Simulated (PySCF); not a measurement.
# C6H9ClSn: NMR shieldings

What do calculations give for the NMR shieldings of C6H9ClSn (`C=[CH][Sn]([Cl])([CH]=C)[CH]=C`)?

Programs: PySCF 2.14.0, with routines of our own; each step states its level. All values are computed. Atoms count from 0.

### 1 The system as given

17 atoms, charge 0, multiplicity 1; geometry from: GFN2-xTB.

### 2 Geometry optimisation at PBE0-D3(BJ)/def2-SVP

What the job is given:

```
{"job": {"xc": "PBE0", "basis": "def2-SVP", "d3": "d3bj", "grid": 1, "maxiter": 30, "shake": 0.03, "kind": "geom"}, "charge": 0, "multiplicity": 1}
Sn     0.058260    -0.070610     0.079690
Cl    -0.003510     0.007420     2.402590
C      2.048640    -0.014900    -0.557930
C      3.159190    -0.617630     0.129910
H      2.334820     0.524580    -1.462400
H      2.846330    -1.160710     1.037620
H      4.120790    -0.605980    -0.178580
C     -1.009880     1.857290    -0.535040
C     -1.004420     2.985710     0.214820
H     -1.664800     1.761080    -1.385390
H     -0.444720     3.060330     1.085580
H     -1.523630     3.853610    -0.136940
C     -1.158530    -1.795660    -0.524270
C     -2.097970    -2.348290     0.236180
H     -0.756300    -2.329400    -1.409340
H     -2.393540    -1.873450     1.158800
H     -2.539270    -3.233980    -0.095050
```

The run is started by

```console
$ OMP_NUM_THREADS=1 python heavy_run.py task.json out
```

This one command runs all jobs of the session in turn.

The program printed:

```text
step   0  E = -907.72889953  max force = 0.161092
step   1  E = -907.75932842  max force = 0.014058
step   2  E = -907.76176664  max force = 0.015197
step   3  E = -907.76400517  max force = 0.006038
step   4  E = -907.76437312  max force = 0.002836
step   5  E = -907.76467553  max force = 0.003677
step   6  E = -907.76536442  max force = 0.003489
step   7  E = -907.76605946  max force = 0.004466
step   8  E = -907.76659512  max force = 0.004240
step   9  E = -907.76695110  max force = 0.002925
step  10  E = -907.76704971  max force = 0.001194
step  11  E = -907.76708163  max force = 0.000653
step  12  E = -907.76709091  max force = 0.000422
optimisation converged
```

Run time: 3.9 min. Hardware: 1 thread of Arm Neoverse V1, shared host; peak memory 0.7 GiB.

The steps of the relaxation:

| step | energy from step 0 (eV) | largest force component (eV/Å) |
| --- | --- | --- |
| 0 | 0.0000 | 8.2837 |
| 1 | -0.8280 | 0.7229 |
| 2 | -0.8944 | 0.7815 |
| 3 | -0.9553 | 0.3105 |
| 4 | -0.9653 | 0.1458 |
| 5 | -0.9735 | 0.1891 |
| 6 | -0.9923 | 0.1794 |
| 7 | -1.0112 | 0.2297 |
| 8 | -1.0257 | 0.2180 |
| 9 | -1.0354 | 0.1504 |
| 10 | -1.0381 | 0.0614 |
| 11 | -1.0390 | 0.0336 |
| 12 | -1.0392 | 0.0217 |

Distances of close pairs at the start and the end, largest changes first:

| bond | before (Å) | after (Å) | change (Å) |
| --- | --- | --- | --- |
| Sn0–C7 | 2.288 | 2.132 | -0.156 |
| C2–C3 | 1.439 | 1.335 | -0.104 |
| C3–H6 | 1.010 | 1.097 | +0.087 |
| Sn0–C12 | 2.196 | 2.134 | -0.062 |
| C8–H10 | 1.038 | 1.096 | +0.058 |
| C13–H16 | 1.044 | 1.097 | +0.053 |
| Sn0–Cl1 | 2.325 | 2.376 | +0.051 |
| Sn0–C2 | 2.091 | 2.133 | +0.043 |

The final coordinates are the input of the step that follows.

| at the end point | value |
| --- | --- |
| rotational constants (GHz, main isotopes) | 1.039, 1.033, 0.880 |
| dipole moment (D) | 2.70 |

### 3 NMR shieldings: PBE0/pcSseg-1 Sn:us-x2c-TZVPall-2c, spin–orbit

What the job is given:

```
{"job": {"kind": "hnmr", "xc": "PBE0", "basis": {"default": "pcSseg-1", "Sn": "us-x2c-TZVPall-2c"}, "rel": "so"}, "charge": 0, "multiplicity": 1}
Sn    -0.006627    -0.004789    -0.125296
Cl     0.069584    -0.001751     2.249514
C      2.024577    -0.297623    -0.708440
C      3.001891    -0.405360     0.194154
H      2.260184    -0.355031    -1.778496
H      2.802172    -0.352979     1.270483
H      4.046776    -0.553239    -0.103607
C     -0.794472     1.913296    -0.621628
C     -1.113090     2.805950     0.318297
H     -0.944980     2.162137    -1.679504
H     -0.979990     2.593525     1.385030
H     -1.521728     3.790856     0.061913
C     -1.300747    -1.632761    -0.602143
C     -1.860426    -2.386858     0.346624
H     -1.505532    -1.849743    -1.658100
H     -1.681442    -2.202608     1.412042
H     -2.524691    -3.223610     0.099408
```

Level: PBE0/pcSseg-1 Sn:us-x2c-TZVPall-2c GIAO NMR shielding, X2C with spin-orbit coupling, screened-nuclear two-electron part, Gaussian nuclei, gas phase.

The program printed:

```text
spin-free SCF
coarse grid: 67672 points
cycle   1  E = -6871.2066361749  dE =  3.388e-01  |g| = 5.231e-01  |ddm| = 1.687e+02
cycle   2  E = -6871.2001422896  dE =  6.494e-03  |g| = 5.588e-01  |ddm| = 1.035e+00
cycle   3  E = -6871.2734354657  dE = -7.329e-02  |g| = 6.577e-02  |ddm| = 5.661e-01
cycle   4  E = -6871.2737147434  dE = -2.793e-04  |g| = 3.478e-02  |ddm| = 8.353e-02
cycle   5  E = -6871.2738823053  dE = -1.676e-04  |g| = 1.434e-02  |ddm| = 3.557e-02
cycle   6  E = -6871.2739364593  dE = -5.415e-05  |g| = 1.687e-03  |ddm| = 1.165e-02
cycle   7  E = -6871.2739369211  dE = -4.618e-07  |g| = 4.991e-04  |ddm| = 1.555e-03
final grid: 141392 points
cycle   8  E = -6871.2723218667  dE = -7.391e-07  |g| = 1.254e-03  |ddm| = 1.459e-03
cycle   9  E = -6871.2723218415  dE =  2.524e-08  |g| = 6.093e-04  |ddm| = 1.011e-03
cycle  10  E = -6871.2723218746  dE = -3.313e-08  |g| = 4.453e-04  |ddm| = 8.819e-04
cycle  11  E = -6871.2723219159  dE = -4.131e-08  |g| = 1.465e-04  |ddm| = 3.967e-04
cycle  12  E = -6871.2723219216  dE = -5.735e-09  |g| = 9.617e-06  |ddm| = 1.246e-04
converged SCF energy = -6871.2723219216
two-component SCF
cycle   1  E = -6870.6237322034  dE = -6.871e+03  |FDS-SDF| = 4.462e+01
cycle   2  E = -6872.0994996810  dE = -1.476e+00  |FDS-SDF| = 3.221e-01
cycle   3  E = -6872.0999372442  dE = -4.376e-04  |FDS-SDF| = 8.692e-03
cycle   4  E = -6872.0999432322  dE = -5.988e-06  |FDS-SDF| = 4.015e-03
cycle   5  E = -6872.0999441009  dE = -8.687e-07  |FDS-SDF| = 1.159e-03
cycle   6  E = -6872.0999442944  dE = -1.934e-07  |FDS-SDF| = 2.847e-04
cycle   7  E = -6872.0999443189  dE = -2.453e-08  |FDS-SDF| = 9.432e-05
cycle   8  E = -6872.0999443214  dE = -2.526e-09  |FDS-SDF| = 4.865e-05
converged, E = -6872.0999443214

Field gradients (au) and densities at the nuclei (bohr^-3)
atom        Vxx        Vyy        Vzz        centre      nuclear mean
  0 Sn    -1.9469    -1.9645     3.9114     174465.765     173255.297
  1 Cl    -1.0398    -1.0461     2.0859       2817.058       2817.007
  2 C     -0.0428    -0.2325     0.2753        114.665        114.665
  3 C     -0.1295    -0.2488     0.3783        114.636        114.636
  4 H     -0.1442    -0.1567     0.3009          0.377          0.377
  5 H     -0.1396    -0.1535     0.2931          0.376          0.376
  6 H     -0.1446    -0.1550     0.2996          0.379          0.379
  7 C     -0.0434    -0.2322     0.2757        114.665        114.665
  8 C     -0.1294    -0.2490     0.3784        114.636        114.636
  9 H     -0.1442    -0.1568     0.3010          0.377          0.377
 10 H     -0.1398    -0.1536     0.2935          0.376          0.376
 11 H     -0.1444    -0.1549     0.2992          0.379          0.379
 12 C     -0.0432    -0.2322     0.2754        114.664        114.664
 13 C     -0.1294    -0.2488     0.3782        114.635        114.635
 14 H     -0.1440    -0.1567     0.3007          0.377          0.377
 15 H     -0.1397    -0.1535     0.2932          0.376          0.376
 16 H     -0.1445    -0.1550     0.2994          0.379          0.379
without picture change
  0 Sn                           4.2829                    356113.180

Core orbital energies (eV)
atom   shell        mean    spread
  0 Sn 1s       -29054.366   0.000
  0 Sn 2s        -4409.682   0.000
  0 Sn 3s         -861.325   0.000
  0 Sn 4s         -140.775   0.000
  0 Sn 5s          -18.744   0.000
  0 Sn 2p1/2     -4115.821   0.000
  0 Sn 2p3/2     -3885.647   0.022
  0 Sn 3p1/2      -741.769   0.000
  0 Sn 3p3/2      -699.283   0.068
  0 Sn 4p1/2      -100.529   0.000
  0 Sn 4p3/2       -92.863   0.124
  0 Sn 3d3/2      -488.476   0.066
  0 Sn 3d5/2      -479.869   0.085
  0 Sn 4d3/2       -29.494   0.137
  0 Sn 4d5/2       -28.439   0.190
  1 Cl 1s        -2776.583   0.000
  1 Cl 2s         -260.269   0.000
  1 Cl 3s          -21.993   0.000
  1 Cl 2p1/2      -198.110   0.000
  1 Cl 2p3/2      -196.430   0.095

Shielding tensors (ppm)
atom      isotropic    diamagn.    paramagn.     s11        s22        s33       span
  0 Sn     3373.05     4743.94    -1370.88    3304.45    3307.05    3507.66     203.20
  1 Cl     1078.63     1127.51      -48.88    1034.57    1098.78    1102.55      67.98
  2 C        40.03      259.46     -219.43     -70.50      36.46     154.13     224.64
  3 C        38.05      254.04     -215.98     -87.72      39.72     162.16     249.87
  4 H        24.62       30.72       -6.10      22.68      22.74      28.43       5.75
  5 H        24.63       31.98       -7.35      21.10      21.30      31.49      10.39
  6 H        24.60       27.14       -2.53      21.81      23.14      28.86       7.05
  7 C        40.04      259.42     -219.38     -70.65      36.59     154.17     224.82
  8 C        37.96      254.06     -216.09     -87.92      39.70     162.11     250.03
  9 H        24.63       30.72       -6.10      22.72      22.74      28.43       5.71
 10 H        24.64       31.98       -7.35      21.14      21.29      31.49      10.35
 11 H        24.60       27.14       -2.54      21.80      23.14      28.85       7.05
 12 C        40.05      259.39     -219.34     -70.54      36.64     154.06     224.60
 13 C        37.92      254.03     -216.11     -88.01      39.70     162.07     250.08
 14 H        24.62       30.71       -6.09      22.71      22.73      28.42       5.70
 15 H        24.63       31.96       -7.33      21.15      21.28      31.48      10.33
 16 H        24.60       27.12       -2.53      21.79      23.14      28.86       7.06
```

It took 6.3 min on 1 thread of Arm Neoverse V1, shared host; peak memory 1.9 GiB.

From this job:

| quantity | value |
| --- | --- |
| energy from spin-orbit coupling | -0.8276 Eh |

The fields below are evaluated on a grid from the run's orbitals.

Frontier orbitals at PBE0/us-x2c-TZVPall-2c+pcSseg-1, with the share of their density that lies nearest to each atom:

| orbital | energy (eV) | lies on |
| --- | --- | --- |
| HOMO | -7.79 | C2, C7, C12 about 15 % each; C8, C13 about 11 % each; Sn0 6 % |
| LUMO | -0.61 | 4 C atoms about 16 % each; Sn0 6 % |

ELF in a plane through or near 7 of the atoms.

Values, 10 rows by 14 columns:
```
0.00 0.00 0.00 0.00 0.00 0.00 0.00 0.00 0.00 0.00 0.00 0.00 0.00 0.00
0.00 0.00 0.00 0.00 0.00 0.00 0.00 0.00 0.00 0.00 0.00 0.00 0.00 0.00
0.00 0.00 0.00 0.35 1.00 0.79 0.38 0.04 0.00 0.00 0.00 0.00 0.00 0.00
0.00 0.00 0.00 0.07 0.65 0.35 0.78 0.17 0.01 0.34 0.19 0.01 0.00 0.00
0.00 0.00 0.00 0.03 0.62 0.58 0.63 0.22 0.52 0.81 0.63 0.99 0.55 0.00
0.00 0.00 0.00 0.00 0.00 0.10 0.35 0.61 0.62 0.74 0.64 0.86 0.19 0.00
0.00 0.00 0.00 0.00 0.52 0.75 0.60 0.47 0.02 0.13 0.23 0.01 0.00 0.00
0.00 0.00 0.00 0.00 0.19 0.81 0.57 0.68 0.04 0.00 0.00 0.00 0.00 0.00
0.00 0.00 0.00 0.00 0.43 1.00 0.65 0.04 0.00 0.00 0.00 0.00 0.00 0.00
0.00 0.00 0.00 0.00 0.00 0.00 0.00 0.00 0.00 0.00 0.00 0.00 0.00 0.00
```
The map spans 13.3 Å across and 12.7 Å up, centred on the molecule. Atoms in the plane (x, y in Å): Sn0 (0.0, 0.0), C3 (-1.8, 2.4), H6 (-2.5, 3.2), C8 (-1.2, -2.8), H11 (-1.6, -3.8), C13 (3.0, 0.4), H16 (4.1, 0.5).

log10 of the density (e/Å³) in the same plane.

Ten even steps from ' ' (-4.0) to '@' (1.3):
```
                                                        
                                                        
              ..........                                
          ..::--======--::::                            
          ::--++******++==--::..                        
        ..::==**######**++==--::..........              
          ::--++**%%@@##**++==--------------::::        
          ::--==**########**++======++++++====--::..    
          ..::====++****####********########**++--::    
            ..::--==++**%%@@@@%%######%%%%####**==::    
              ..::====++%%@@@@##****######**++++--..    
              ::--==++****##****++++++++++==----..      
            ..--==++**######**++==--------::::..        
            ..--==**##%%####++==--::::....              
            ..--==**##%%##**++==::..                    
            ..--==**####**++==--..                      
              ::--++****++==--::                        
                ::--------::..                          
                  ........                              
                                                        
```
The map spans 13.3 Å across and 12.7 Å up, centred on the molecule. Atoms in the plane (x, y in Å): Sn0 (0.0, 0.0), C3 (-1.8, 2.4), H6 (-2.5, 3.2), C8 (-1.2, -2.8), H11 (-1.6, -3.8), C13 (3.0, 0.4), H16 (4.1, 0.5).

On the surface of density 0.002 e/bohr³ the electrostatic potential runs, from the 1st to the 99th percentile, from -0.86 V near Cl1 to 1.86 V near Sn0.

### 4 NMR shieldings: PBE0/pcSseg-1 Sn:us-x2c-TZVPall-2c, spin-free

Settings changed since step 3:

```diff
@@ -1,2 +1,2 @@
-{"job": {"kind": "hnmr", "xc": "PBE0", "basis": {"default": "pcSseg-1", "Sn": "us-x2c-TZVPall-2c"}, "rel": "so"}, "charge": 0, "multiplicity": 1}
+{"job": {"kind": "hnmr", "xc": "PBE0", "basis": {"default": "pcSseg-1", "Sn": "us-x2c-TZVPall-2c"}, "rel": "sf"}, "charge": 0, "multiplicity": 1}
 Sn    -0.006627    -0.004789    -0.125296
```

With the program's defaults for keys left out, this is: PBE0/pcSseg-1 Sn:us-x2c-TZVPall-2c GIAO NMR shielding, spin-free X2C, Gaussian nuclei, gas phase.

The program printed:

```text
spin-free SCF
coarse grid: 67672 points
cycle   1  E = -6871.2066361749  dE =  3.388e-01  |g| = 5.231e-01  |ddm| = 1.687e+02
cycle   2  E = -6871.2001422896  dE =  6.494e-03  |g| = 5.588e-01  |ddm| = 1.035e+00
cycle   3  E = -6871.2734354657  dE = -7.329e-02  |g| = 6.577e-02  |ddm| = 5.661e-01
cycle   4  E = -6871.2737147434  dE = -2.793e-04  |g| = 3.478e-02  |ddm| = 8.353e-02
cycle   5  E = -6871.2738823053  dE = -1.676e-04  |g| = 1.434e-02  |ddm| = 3.557e-02
cycle   6  E = -6871.2739364593  dE = -5.415e-05  |g| = 1.687e-03  |ddm| = 1.165e-02
cycle   7  E = -6871.2739369211  dE = -4.618e-07  |g| = 4.991e-04  |ddm| = 1.555e-03
final grid: 141392 points
cycle   8  E = -6871.2723218667  dE = -7.391e-07  |g| = 1.254e-03  |ddm| = 1.459e-03
cycle   9  E = -6871.2723218415  dE =  2.524e-08  |g| = 6.093e-04  |ddm| = 1.011e-03
cycle  10  E = -6871.2723218746  dE = -3.313e-08  |g| = 4.453e-04  |ddm| = 8.819e-04
cycle  11  E = -6871.2723219159  dE = -4.131e-08  |g| = 1.465e-04  |ddm| = 3.967e-04
cycle  12  E = -6871.2723219216  dE = -5.735e-09  |g| = 9.617e-06  |ddm| = 1.246e-04
converged SCF energy = -6871.2723219216
check of the scalar solution
cycle   1  E = -6871.2723219217  dE = -6.871e+03  |FDS-SDF| = 4.054e+00
cycle   2  E = -6871.2731722784  dE = -8.504e-04  |FDS-SDF| = 2.349e-03
cycle   3  E = -6871.2731722790  dE = -6.085e-10  |FDS-SDF| = 7.601e-05
converged, E = -6871.2731722790

Field gradients (au) and densities at the nuclei (bohr^-3)
atom        Vxx        Vyy        Vzz        centre      nuclear mean
  0 Sn    -1.9448    -1.9623     3.9071     174365.253     173154.786
  1 Cl    -1.0393    -1.0456     2.0849       2817.074       2817.022
  2 C     -0.0433    -0.2323     0.2757        114.665        114.665
  3 C     -0.1296    -0.2488     0.3784        114.636        114.636
  4 H     -0.1442    -0.1567     0.3009          0.377          0.377
  5 H     -0.1396    -0.1535     0.2931          0.376          0.376
  6 H     -0.1446    -0.1550     0.2996          0.379          0.379
  7 C     -0.0439    -0.2321     0.2760        114.665        114.665
  8 C     -0.1294    -0.2490     0.3784        114.636        114.636
  9 H     -0.1442    -0.1568     0.3010          0.377          0.377
 10 H     -0.1398    -0.1536     0.2935          0.376          0.376
 11 H     -0.1444    -0.1549     0.2992          0.379          0.379
 12 C     -0.0437    -0.2321     0.2758        114.664        114.664
 13 C     -0.1294    -0.2488     0.3782        114.635        114.635
 14 H     -0.1440    -0.1567     0.3007          0.377          0.377
 15 H     -0.1397    -0.1535     0.2932          0.376          0.376
 16 H     -0.1445    -0.1550     0.2994          0.379          0.379
without picture change
  0 Sn                           4.2847                    356125.578

Core orbital energies (eV)
atom   shell        mean    spread
  0 Sn 1s       -29055.891   0.000
  0 Sn 2s        -4409.985   0.000
  0 Sn 3s         -861.397   0.000
  0 Sn 4s         -140.792   0.000
  0 Sn 5s          -18.745   0.000
  0 Sn 2p        -3959.634   0.033
  0 Sn 3p         -712.971   0.101
  0 Sn 4p          -95.330   0.187
  0 Sn 3d         -483.340   0.095
  0 Sn 4d          -28.866   0.265
  1 Cl 1s        -2776.583   0.000
  1 Cl 2s         -260.270   0.000
  1 Cl 3s          -21.994   0.000
  1 Cl 2p         -196.990   0.148

Shielding tensors (ppm)
atom      isotropic    diamagn.    paramagn.     s11        s22        s33       span
  0 Sn     2535.17     5141.23    -2606.06    2427.99    2430.46    2747.07     319.08
  1 Cl     1090.05     1145.14      -55.09    1048.16    1109.10    1112.89      64.73
  2 C        42.38      259.19     -216.82     -69.06      36.30     159.89     228.95
  3 C        38.53      253.89     -215.37     -87.77      39.73     163.62     251.40
  4 H        24.80       30.71       -5.91      22.91      23.04      28.45       5.53
  5 H        24.64       31.97       -7.33      21.10      21.33      31.49      10.39
  6 H        24.65       27.15       -2.50      21.71      23.44      28.81       7.10
  7 C        42.40      259.15     -216.75     -69.20      36.44     159.95     229.15
  8 C        38.44      253.91     -215.48     -87.97      39.70     163.58     251.55
  9 H        24.81       30.72       -5.91      22.95      23.03      28.45       5.49
 10 H        24.65       31.98       -7.33      21.14      21.32      31.50      10.36
 11 H        24.65       27.16       -2.51      21.70      23.43      28.80       7.10
 12 C        42.40      259.13     -216.72     -69.10      36.47     159.85     228.96
 13 C        38.39      253.88     -215.49     -88.06      39.70     163.54     251.60
 14 H        24.81       30.70       -5.90      22.95      23.03      28.44       5.48
 15 H        24.65       31.96       -7.31      21.15      21.32      31.49      10.34
 16 H        24.64       27.14       -2.49      21.69      23.43      28.80       7.11
```

Wall time 1.9 min (1 thread of Arm Neoverse V1, shared host); peak memory 1.4 GiB.

### 5 Shieldings side by side

| run | Sn0 | Cl1 | C7 | C12 | C2 | C13 | C8 | time |
| --- | --- | --- | --- | --- | --- | --- | --- | --- |
| step 3, PBE0/pcSseg-1 Sn:us-x2c-TZVPall-2c, spin–orbit | 3373.1 | 1078.6 | 40.0 | 40.1 | 40.0 | 37.9 | 38.0 | 6.3 min |
| step 4, PBE0/pcSseg-1 Sn:us-x2c-TZVPall-2c, spin-free | 2535.2 | 1090.0 | 42.4 | 42.4 | 42.4 | 38.4 | 38.4 | 1.9 min |

### 6 Outcome

| quantity | value |
| --- | --- |
| rotational constants (main isotopes) | 1.04, 1.03, 0.88 GHz |
| energy from spin-orbit coupling (step 3, PBE0/pcSseg-1 Sn:us-x2c-TZVPall-2c, spin–orbit) | -0.8276 Eh |
| shieldings (step 3, PBE0/pcSseg-1 Sn:us-x2c-TZVPall-2c, spin–orbit) | Sn0 3373.1, Cl1 1078.6, C2 40.0, C3 38.1, C7 40.0, C8 38.0, C12 40.1, C13 37.9 ppm |
| surface potential, 1st and 99th percentile | -0.86 V and 1.86 V |
| shieldings (step 4, PBE0/pcSseg-1 Sn:us-x2c-TZVPall-2c, spin-free) | Sn0 2535.2, Cl1 1090.0, C2 42.4, C3 38.5, C7 42.4, C8 38.4, C12 42.4, C13 38.4 ppm |

In words: The start was shaken at random, so part of the energy gained undoes that. Over 12 steps the energy fell by 1.039 eV; of the close pairs, Sn0–C7 changed most, 2.288 to 2.132 Å. A contracted two-component basis is stiff near heavy nuclei, so the absolute shieldings of the heavy atoms from it are rough. Sn0 moves most between the runs, by 838 ppm; the labels say what changes from run to run.
